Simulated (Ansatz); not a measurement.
**LiSe+ (singlet): from Hartree-Fock to the top rungs at distance Se1–Li2 = 2.268 Å, cc-pVDZ**

One table from this session's results is given with a row withheld; the runs are named, their logs left out.

Program: Ansatz 0.2.0, Gaussian basis. Level of theory: cc-pVDZ, core rule «outside noble gas», up to 15 orbitals frozen. These are calculated values, not measurements.

To be run: UHF; CCSD(T) on RHF; CCSD(T) on UHF; BCCD(T) on RHF; CISD; CCSDT(Q) on RHF; CCSDT(Q) on UHF; CCSDTQ on RHF; CASSCF and MRCISD+Q, 2 electrons in 2 orbitals; CASSCF and NEVPT2, 2 electrons in 2 orbitals; Full CI.

67 further runs of the same task are left out: 49 for a known fault of the program, 11 that didn't finish, 7 set aside as unsound or not needed.

**The system**

The geometry derives from a PBE0/def2-TZVP stationary point (not a proven minimum). One bond is set to the value named and the two fragments are kept rigid. No spin-orbit coupling is included. The filled d shell of Se may be among the frozen orbitals whatever the setting's name suggests; the logs give the count.

2 atoms, charge 1, spin multiplicity 1.

Atoms are counted from 1 here; the program's logs count them from 0.

Bond lengths: Se1–Li2 2.268 Å.

Set-up of the first run:

The input, in.yaml:

```yaml
crystal:
  periodic: [false, false, false]
  atoms:
    - {symbol: Se, position_ang: [0.000000, 0.000000, 0.000000]}
    - {symbol: Li, position_ang: [0.000000, 0.000000, 2.268000]}
basis:
  gaussian: {orbitals: cc-pVDZ}
total_charge: 1
magnetization: {spin_polarized: true, initial_magnetization: 0}
hamiltonian: {xc: hf}
output: {orbitals: {seedname: orbitals}}
```

Launch:

```sh
> ansatz run in.yaml --threads 1 --pin off --events-out ev --progress --plain --max-ram 2393MiB
```

Among the steps run: UHF; CCSD(T) on RHF; CCSD(T) on UHF; BCCD(T) on RHF; CISD; CCSDT(Q) on RHF; CCSDT(Q) on UHF; CCSDTQ on RHF; CASSCF and MRCISD+Q, 2 electrons in 2 orbitals; CASSCF and NEVPT2, 2 electrons in 2 orbitals; Full CI.

One of the session's tables, all rows but one given; the rest of the session is left out.

| method | from FCI (kcal/mol) |
| --- | --- |
| RHF | +76.62 |
| RMP2 | +23.63 |
| CISD | ? |
| RCCSD | +6.66 |
| RCCSD(T) | +3.89 |
| BCCD(T) | +3.96 |
| RCCSDT | +0.18 |
| RCCSDT(Q) | -0.07 |
| RCCSDTQ | 0.00 |
| CASSCF pair | +61.55 |
| NEVPT2 pair | +9.64 |
| MRCISD pair | +2.61 |
| MRCISD+Q pair | -0.64 |
| FCI | 0 |

Q: Estimate the row for CISD from the others.

The run gave: from FCI (kcal/mol): +10.45. In the column «from FCI (kcal/mol)» it lies between NEVPT2 pair (+9.64) and RMP2 (+23.63).

Left out of the table: UHF, UMP2, UCCSD, UCCSD(T), UCCSDT, UCCSDT(Q) (another determinant or state than the rows shown).

Caveats from the session: The report flags that the cluster equations may have other roots. The program flags RCCSDT(Q), RCCSDTQ as in doubt, so those rows may rest on another solution; read them beside their warnings. RCCSDT(Q), MRCISD+Q pair fall below full CI, which methods that aren't variational can do.
